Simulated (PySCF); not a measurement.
# [SnH3]− (SMILES [H][Sn-]([H])[H]): levels of theory compared

We compute a comparison of 6 runs (PBE0/SBKJC, SVWN5/SBKJC, r2SCAN/SBKJC, NEVPT2(2,2)/SBKJC, NEVPT2(8,7)/SBKJC, CCSD(T)/SBKJC) of [SnH3]−. Input form: a Python script.

Program for the calculation: PySCF 2.14.0.

2 further runs of the same task are left out: 2 set aside as unsound or not needed.

### Step 1. The molecule

[SnH3]− has 4 atoms, charge -1, and is taken as a singlet. As SMILES, `[H][Sn-]([H])[H]`. The Sn1–H4 distance was set to 2.923 Å, away from the relaxed value. At this shape a bond of the SMILES string is far longer than usual.

Bond lengths: Sn1–H2 1.948 Å, Sn1–H3 1.948 Å. Angles: H2–Sn1–H3 93.3°.

### Step 2. A single-point energy at PBE0/SBKJC (core potential) (run 1)

Contents of job.py:

```python
from pyscf import gto, dft

mol = gto.M(
    atom='''
Sn       0.412690       0.710897       1.317297
H        2.056860       0.671567       0.273977
H       -0.367790       2.137677       0.245217
H       -0.844540      -1.404640      -0.259610
''',
    charge=-1,
    spin=0,
    ecp={'Sn': 'sbkjc'},
    max_memory=1860,
    verbose=3,
    basis='sbkjc',
)

mf = dft.RKS(mol, xc='pbe0')
mf.conv_tol = 1e-10
mf.grids.level = 5
mf.kernel()
if not mf.converged:
    mf = mf.newton().run(mf.mo_coeff, mf.mo_occ)

energy = mf.e_tot
print('E(%s) = %.9f' % ('PBE0', energy))
```

On the command line:

```sh
$ OMP_NUM_THREADS=1 python job.py
```

Output:

```text
converged SCF energy = -5.1144937395989
E(PBE0) = -5.114493740
```

Wall time 1.6 s (1 thread of Arm Neoverse V1, shared host); peak memory 0.16 GiB.

### Step 3. The energy at SVWN5/SBKJC (core potential) (run 2)

Contents of job.py:

```python
from pyscf import gto, dft

system = gto.M(
    atom=[
    ('Sn', (0.412690, 0.710897, 1.317297)),
    ('H', (2.056860, 0.671567, 0.273977)),
    ('H', (-0.367790, 2.137677, 0.245217)),
    ('H', (-0.844540, -1.404640, -0.259610)),
],
    spin=0,
    charge=-1,
    max_memory=1860,
    verbose=4,
    ecp={'Sn': 'sbkjc'},
    basis='sbkjc',
)

ks = dft.RKS(system)
ks.xc = 'svwn'
ks.grids.level = 5
ks.conv_tol = 1e-10
ks.kernel()
if not ks.converged:
    ks = ks.newton().run(ks.mo_coeff, ks.mo_occ)

e_tot = ks.e_tot
print('Final energy', e_tot)
```

On the command line:

```sh
$ OMP_NUM_THREADS=1 python job.py
```

Output:

```text
PySCF version 2.14.0

[... 76 lines left out ...]
converged SCF energy = -5.07425625684902
Final energy -5.074256256849025
```

Run time: 1.4 s. Hardware: 1 thread of Arm Neoverse V1, shared host; peak memory 0.13 GiB.

Runs 3 to 5 aren't shown in full; the table further down has their settings and results.

### Step 4. The energy at CCSD(T)/SBKJC (core potential) (run 6)

Contents of job.py:

```python
from pyscf import gto, cc

molecule = gto.Mole()
molecule.atom = '''
Sn       0.412690       0.710897       1.317297
H        2.056860       0.671567       0.273977
H       -0.367790       2.137677       0.245217
H       -0.844540      -1.404640      -0.259610
'''
molecule.charge = -1
molecule.max_memory = 1860
molecule.verbose = 3
molecule.basis = 'sbkjc'
molecule.ecp = {'Sn': 'sbkjc'}
molecule.build()

mf = molecule.RHF()
mf.conv_tol = 1e-10
mf.kernel()
if not mf.converged:
    mf = mf.newton().run(mf.mo_coeff, mf.mo_occ)

mycc = cc.CCSD(mf)
mycc.kernel()
e_t = mycc.ccsd_t()
e_tot = mycc.e_tot + e_t
print('Final energy', e_tot)
```

On the command line:

```sh
$ OMP_NUM_THREADS=1 python job.py
```

Output:

```text
converged SCF energy = -4.89660314449892
E(CCSD) = -4.991978004579066  E_corr = -0.0953748600801464
CCSD(T) correction = -0.00153680316315397
Final energy -4.99351480774222
```

Wall time 0.97 s (1 thread of Arm Neoverse V1, shared host); peak memory 0.13 GiB.

### Step 5. The series

```
run                               level  integration grid      active selection  energy (Eh)  HOMO energy (eV)  LUMO energy (eV)  HOMO–LUMO gap (eV)  wall time
  1         PBE0/SBKJC (core potential)                 5                     –    -5.114494             -0.63              3.39                4.02      1.6 s
  2        SVWN5/SBKJC (core potential)                 5                     –    -5.074256              0.13              2.72                2.58      1.4 s
  3       r2SCAN/SBKJC (core potential)                 5                     –    -5.121268              0.02              2.85                2.84      2.4 s
  4  NEVPT2(2,2)/SBKJC (core potential)                 –  mp2 natural orbitals    -4.973683             -2.39              6.00                8.40     0.99 s
  5  NEVPT2(8,7)/SBKJC (core potential)                 –  mp2 natural orbitals    -4.988482             -2.39              6.00                8.40      1.5 s
  6      CCSD(T)/SBKJC (core potential)                 –                     –    -4.993515             -2.39              6.00                8.40     0.97 s
```

### Step 6. Summary of results

```
                                                    quantity        value
                                         run 6: total energy  -4.99351 Eh
                  run 6: HOMO energy (Hartree–Fock orbitals)     -2.39 eV
                  run 6: LUMO energy (Hartree–Fock orbitals)      6.00 eV
run 6: HOMO–LUMO gap (to an unbound level, set by the basis)      8.40 eV
                                   run 6: correlation energy    -96.9 mEh
                                       run 6: (T) correction    -1.54 mEh
                                        run 6: T1 diagnostic        0.041
```

What this shows: Over runs 1, 2, 3 the HOMO–LUMO gap runs from 2.58 eV (SVWN5/SBKJC) to 4.02 eV (PBE0/SBKJC). The empty levels of an anion lie above zero and hang on the basis. Totals of different functionals can't be ranked against each other. In runs 2, 3 the HOMO lies above zero, so the outermost electron may be held by the basis alone. In run 6 the T1 diagnostic is large, so a single reference may not serve. All runs together took 8.9 s, the longest 2.4 s.
